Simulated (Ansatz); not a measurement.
Task: a band structure of Rb2NaSbF6, space group Fm-3m, with the Python package of Ansatz (0.2.0). Give the script and its output. Settings: PBEsol, PAW, the default cutoff (420 eV here), 4×4×4 k-points, fixed occupations.

`rb2nasbf6.vasp`
```text
Rb2NaSbF6
1.0
   0.00000000    4.53181700    4.53181700
   4.53181700    0.00000000    4.53181700
   4.53181700    4.53181700    0.00000000
Rb Na Sb F
2 1 1 6
Direct
   0.75000000    0.75000000    0.75000000
   0.25000000    0.25000000    0.25000000
   0.50000000    0.50000000    0.50000000
   0.00000000    0.00000000    0.00000000
   0.75629800    0.24370200    0.24370200
   0.24370200    0.24370200    0.75629800
   0.24370200    0.75629800    0.75629800
   0.24370200    0.75629800    0.24370200
   0.75629800    0.24370200    0.75629800
   0.75629800    0.75629800    0.24370200
```

`bands_rb2nasbf6.py`
```python
"""Band structure of Rb2NaSbF6."""

import sys

import ansatz as az
from ase.io import read
import numpy as np

config = {
    "filling": "fixed",
    "extra_bands": 10,
}

atoms = read("rb2nasbf6.vasp", format="vasp")
crystal = az.Crystal.from_ase(atoms)

# high-symmetry points in fractions of the reciprocal vectors
path = [
    ("K", (0.375, 0.375, 0.75)),
    ("G", (0.0, 0.0, 0.0)),
    ("L", (0.5, 0.5, 0.5)),
    ("W", (0.5, 0.25, 0.75)),
    ("X", (0.5, 0.0, 0.5)),
]
calculation = (
    crystal.calculation()
    .functional(az.Functional.PBESOL)
    .kpoints(4)  # sampling of the Brillouin zone
    .occupations(config["filling"])
    .band_structure([point for _, point in path], intervals=4)  # levels along the path at the converged density
    .scf(extra_bands=config["extra_bands"])
    .band_table()  # levels at the mesh points
)
try:
    result = calculation.run(threads=1)
except az.NonConvergedError as error:
    sys.exit(f"no convergence: {error}")
except az.RefusalError as error:
    sys.exit(f"input refused: {error}")
summary = result.report

n_atoms = len(summary["lattice"]["sites"])
print("F =", round(summary["free_energy_ev"], 4), "eV for", n_atoms, "atoms")
print("E(sigma -> 0) =", round(summary["energy_sigma0_ev"], 4), "eV, TS =", round(summary["entropy_ts_ev"], 5), "eV")
print("closed by", summary["closed_by"], "after", summary["n_iterations"], "iterations")

print("band  energy (eV)  occupation, at k =", summary["kpoints_frac"][0])
for band, (e, occ) in enumerate(zip(summary["eigenvalues_ev"][0], summary["occupations"][0]), start=1):
    print(f"{band:4d} {e:12.4f} {occ:9.4f}")

bands = result.band_structure()
fermi = bands.fermi_energy_ev
print(f"zero of the bands: {fermi:.3f} eV, the Fermi level found on the SCF mesh")
for spin, channel in enumerate(bands.channels):
    print("channel", spin, "- computed levels within 8 eV of the Fermi level")
    for i, (label, _) in enumerate(path):
        levels = channel.eigenvalues_ev[i * 4] - fermi
        print(f"  {label:3s}", " ".join(f"{e:7.3f}" for e in levels if abs(e) < 8))
```

`python bands_rb2nasbf6.py` gives:
```text
DeckWarning: basis.ecutwfc = 420 eV, auto-derived from the records' recommended cutoffs: set by Rb (normal level)
F = -19129.7491 eV for 10 atoms
E(sigma -> 0) = -19129.7491 eV, TS = 0.0 eV
closed by deck_thresholds after 7 iterations
band  energy (eV)  occupation, at k = [0.0, 0.0, 0.0]
   1     -45.2497    2.0000
   2     -24.7396    2.0000
   3     -24.7396    2.0000
   4     -24.6824    2.0000
   5     -24.6824    2.0000
   6     -24.6824    2.0000
   7     -21.5574    2.0000
   8     -21.5280    2.0000
   9     -18.2280    2.0000
  10     -18.0700    2.0000
  11     -18.0700    2.0000
  12     -18.0700    2.0000
  13     -17.7196    2.0000
  14     -17.7196    2.0000
  15     -17.2114    2.0000
  16     -17.2114    2.0000
  17     -17.2114    2.0000
  18      -5.7714    2.0000
  19      -5.7714    2.0000
  20      -5.7714    2.0000
  21      -5.6396    2.0000
  22      -5.6396    2.0000
  23      -5.6396    2.0000
  24      -4.9465    2.0000
  25      -1.1426    2.0000
  26      -1.1426    2.0000
  27      -1.1426    2.0000
  28       0.2409    2.0000
  29       0.2409    2.0000
  30       0.2409    2.0000
  31       0.3932    2.0000
  32       0.3932    2.0000
  33       0.7696    2.0000
  34       0.7696    2.0000
  35       0.7696    2.0000
  36       0.8659    2.0000
  37       0.8659    2.0000
  38       0.8659    2.0000
  39       1.1454    2.0000
  40       1.1454    2.0000
  41       1.1454    2.0000
  42       3.0259    2.0000
  43       8.1263    0.0000
  44       8.1263    0.0000
  45       8.1263    0.0000
  46       8.6346    0.0000
  47      10.3595    0.0000
  48      10.3595    0.0000
  49      12.4828    0.0000
  50      12.4828    0.0000
  51      12.4828    0.0000
  52      12.5723    0.0000
zero of the bands: 3.723 eV, the Fermi level found on the SCF mesh
channel 0 - computed levels within 8 eV of the Fermi level
  K    -4.942  -4.770  -4.766  -3.725  -3.708  -3.517  -3.438  -3.304  -3.120  -3.102  -3.095  -3.058  -3.013  -2.933  -2.896  -2.833  -2.648  -0.012   4.620   4.642   4.941   7.122   7.249   7.368   7.655
  G    -4.866  -4.866  -4.866  -3.482  -3.482  -3.482  -3.330  -3.330  -2.953  -2.953  -2.953  -2.857  -2.857  -2.857  -2.578  -2.578  -2.578  -0.697   4.403   4.403   4.403   4.912   6.636   6.636
  L    -5.148  -4.711  -4.711  -3.603  -3.530  -3.530  -3.395  -3.334  -3.334  -3.189  -3.189  -2.864  -2.864  -2.824  -2.746  -2.746  -2.714  -0.096   4.057   4.888   4.888   6.609   7.490   7.665   7.665
  W    -4.909  -4.787  -4.787  -3.692  -3.635  -3.635  -3.479  -3.240  -3.123  -3.123  -3.053  -3.053  -3.000  -2.997  -2.958  -2.720  -2.720   0.000   4.715   4.715   4.798   7.136   7.291   7.291
  X    -4.833  -4.833  -4.737  -3.860  -3.795  -3.377  -3.333  -3.250  -3.250  -3.072  -3.070  -3.070  -2.969  -2.969  -2.947  -2.947  -2.586  -0.024   4.525   4.890   4.890   6.963   7.289   7.316   7.414
```
(Warnings from the package without file and line.)

Caveats:
- Absolute energies stand on the zero of these potentials, so only differences at equal settings mean something. A total without «per atom» is that of the cell as typed.
- The Fermi level of a run with fixed occupations marks the highest occupied state on its mesh, not mid-gap.
- This cell is a computed structure, which may not be the phase found in nature.
- Levels are Kohn-Sham eigenvalues on this mesh, without spin-orbit coupling.
- Wall time of the script: 8.3 s on 1 thread of Arm Neoverse V2, on a shared host, peak memory 0.53 GiB.

(Lines on the test bed's own set-up are left out of the output.)
